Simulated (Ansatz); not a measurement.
Task: energies of removing a hydrogen of C2H6F2Si, SMILES CC(F)(F)[SiH3], with Ansatz 0.2.0 through its Python package. Give the script and its output. Settings (for the species named): r2scan0, 6-31G* basis, multiplicity 1.

```xyz
11

C    -0.4517   -1.2819    0.5627
C     0.3431   -0.3903   -0.3793
F     0.0269   -0.7563   -1.6745
F     1.7278   -0.7191   -0.1858
Si    0.1753    1.4423   -0.2438
H    -0.2641   -1.0257    1.6010
H    -0.2811   -2.2968    0.3676
H    -1.5313   -1.0473    0.3846
H     0.5177    1.9324    1.1908
H     1.0445    2.2006   -1.1537
H    -1.2417    1.8851   -0.4490
```

`run_bde.py`:
```python
import ansatz as az


def energy(molecule, charge=0, unpaired=0):
    calc = molecule.calculation().basis(gaussian="6-31G*").functional("r2scan0")
    if charge:
        calc = calc.charge(charge)
    if unpaired:
        calc = calc.spin("collinear", total=unpaired)
    report = calc.run().report
    if report["published_state_doubts"]:
        print("  doubts:", report["published_state_doubts"])
    return report["free_energy_ev"]

GEOMETRY = """
C    -0.45170   -1.28190    0.56270
C     0.34310   -0.39030   -0.37930
F     0.02690   -0.75630   -1.67450
F     1.72780   -0.71910   -0.18580
Si    0.17530    1.44230   -0.24380
H    -0.26410   -1.02570    1.60100
H    -0.28110   -2.29680    0.36760
H    -1.53130   -1.04730    0.38460
H     0.51770    1.93240    1.19080
H     1.04450    2.20060   -1.15370
H    -1.24170    1.88510   -0.44900
"""

def without(molecule, index):
    rest = az.Crystal.molecule()
    for i, site in enumerate(molecule.cartesian_sites):
        if i != index:
            rest = rest.atom(site.symbol, site.position_ang)
    return rest


def main() -> None:
    system = az.Crystal.molecule()
    for line in GEOMETRY.strip().splitlines():
        symbol, *xyz = line.split()
        system = system.atom(symbol, [float(v) for v in xyz])

    whole = energy(system, 0)
    hydrogen = energy(az.Crystal.molecule().atom("H", (0, 0, 0)), 0, 1)
    print(f"E(molecule) = {whole:.5f} eV, E(H) = {hydrogen:.5f} eV")
    for index in [7, 10]:
        radical = energy(without(system, index), 0, 1)
        print(f"H{index}: homolysis {(radical + hydrogen - whole):.3f} eV")


if __name__ == "__main__":
    main()
```

Output of `python run_bde.py`:
```text
E(molecule) = -15476.74459 eV, E(H) = -13.55743 eV
H7: homolysis 4.821 eV
H10: homolysis 4.011 eV
```

Reading the output:
- Total energies depend on the basis set; only differences at equal settings carry meaning.
- The geometry is a force-field or estimated start, not a minimum of this method, and the basis set is short of its limit. All parts are taken at fixed geometry, without zero-point energy.
- Run time: 50 s on 1 thread of Arm Neoverse N1, with other jobs on the host, peak memory 0.35 GiB.
